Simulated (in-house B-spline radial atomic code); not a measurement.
# Nd⁴⁵⁺: symmetry-violating constants of one valence electron

How strongly does Nd⁴⁵⁺ (core [Ne] 3s2 3p1/2^2) respond to a weak charge, an electron EDM and a larger nucleus? Each constant is a sum over states, at Dirac-Hartree-Fock, with RPA, and on Brueckner orbitals.

Program: an in-house B-spline radial atomic code, version 1. Level of theory: Dirac-Hartree-Fock, RPA and Brueckner orbitals, sums over states, B-spline basis. These are calculated values, not measurements, unless marked.

### 1 What is computed

```
element     : neodymium (Z = 60)
charge      : +45
closed core : [Ne] 3s2 3p1/2^2
nucleus     : mass number 142, rms radius 4.912 fm
note        : closed in jj coupling only
```

### 2 The run

Settings of the run, as the program recorded them:

```ini
basis_form = 2
Z = 60
core_configuration = [Ne] 3s2 3p-2
rms_radius = 4.9123
mass_number = 142
speed_of_light = 137.035999084
box_radius = 1.522
lmax = 6
intervals = 55
virtual_cutoff = 7200.0
```

On the command line:

```
$ python run_mb.py task.json out
```

After this run come: Parity-violating amplitudes; Electron EDM and scalar-pseudoscalar coupling; Response to the nuclear radius.

Q: Predict the outcome of this session. Wanted: E1; EDM enhancement, 4s1/2; atomic EDM per C_SP and nucleon, 4s1/2; field shift, 4s1/2.

**Answer**, as computed:

| quantity | value |
| --- | --- |
| E1 (5s1/2 – 4s1/2) per unit weak charge | 0.004825 × 10⁻¹¹ e bohr |
| EDM enhancement, 4s1/2 | 111.4 |
| atomic EDM per C_SP and nucleon, 4s1/2 | -0.5424 × 10⁻²⁰ e cm |
| field shift, 4s1/2 | 676.0 GHz/fm² |

What this shows: The 5s1/2 – 4s1/2 amplitude changes by -4.2 % from DHF to RPA and by +0.085 % more on Brueckner orbitals. The EDM enhancement of 4s1/2 is 111, so in that state the EDM exceeds the electron's own. It is not the lowest valence state computed (3p3/2). These effects come from s and p1/2 electrons at the nucleus and grow steeply with Z. 3p3/2 has no density at the nucleus, so its DHF field shift is near zero; the RPA value, -93.4 GHz/fm², comes from the core's response and has the opposite sign to that of the s states. Breit, QED, the neutron skin and higher orders are left out.
